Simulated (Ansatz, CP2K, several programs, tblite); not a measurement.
Energy against volume for LiTlTe2, ordered on the zincblende lattice (P-4m2) with 4 atoms a cell, at fixed shape and fractional coordinates, computed by several methods (PBE and r2SCAN, where shown, with plane waves in Ansatz); the cell shown is that of r2SCAN. With free coordinates or axes held, a curve is too stiff, and on another method's shape its minimum isn't the method's own volume. The symmetry is P-4m2 (No. 115, tetragonal); conventional cell a = 4.598 Å, c = 6.473 Å, 34.21 Å³ an atom. Li has 4 Te at 2.74 Å; Te has 2 Li at 2.74 Å and 2 Tl at 2.88 Å; Tl has 4 Te at 2.88 Å. Simulation only: spin-unpolarised, and no claim that this is the phase found in nature. Energies count from each curve's lowest point; fits are third-order Birch-Murnaghan.

```yaml
crystal:
  lattice:
    - [4.59800, 0.00000, 0.00000]
    - [0.00000, 4.59800, 0.00000]
    - [0.00000, 0.00000, 6.47346]
  atoms:
    - { symbol: Li, position: [0.00000, 0.00000, 0.00000] }
    - { symbol: Te, position: [0.00000, 0.50000, 0.23092] }
    - { symbol: Tl, position: [0.50000, 0.50000, 0.50000] }
    - { symbol: Te, position: [0.50000, 0.00000, 0.76908] }
```

Q: PBE, on the shape of its own relaxed cell, gives
```
V (Å³/atom)  E (meV/atom)
     32.953         12.31
     34.005          3.05
     35.056          0.00
     36.108          2.16
     37.160          8.69
```
What equilibrium volume and bulk modulus follow?

A: V₀ = 35.12 Å³ an atom and B₀ = 26 GPa.

GFN1-xTB (tblite), on the shape of the cell shown, as a cluster of 32 atoms at the zone centre:
```
V (Å³/atom)  E (meV/atom)
     30.109        129.72
     32.162         38.90
     34.215          0.83
     36.268          0.00
     38.321         26.08
```
V₀ = 35.26 Å³ an atom and B₀ = 42 GPa.

light PBE (260 eV, its own mesh), on the shape of the cell shown:
```csv
V (Å³/atom),E (meV/atom)
31.478,92.41
32.846,64.88
34.215,56.38
35.583,9.61
36.952,11.53
38.321,0.00
```
The points scatter about a smooth fit, as a low cutoff and a light mesh can make them, so no fit is quoted.

PBE/SZV (CP2K), on the shape of the cell shown:
```csv
V (Å³/atom),E (meV/atom)
30.109,209.55
32.162,103.52
34.215,40.58
36.268,8.93
38.321,0.00
```
The lowest point is an end point, so the minimum isn't bracketed.

GFN2-xTB (tblite), on the shape of the cell shown, as a cluster of 32 atoms at the zone centre:

| V (Å³/atom) | E (meV/atom) |
| --- | --- |
| 30.109 | 152.62 |
| 32.162 | 65.18 |
| 34.215 | 17.83 |
| 36.268 | 0.00 |
| 38.321 | 4.23 |

V₀ = 36.83 Å³ an atom and B₀ = 28 GPa.
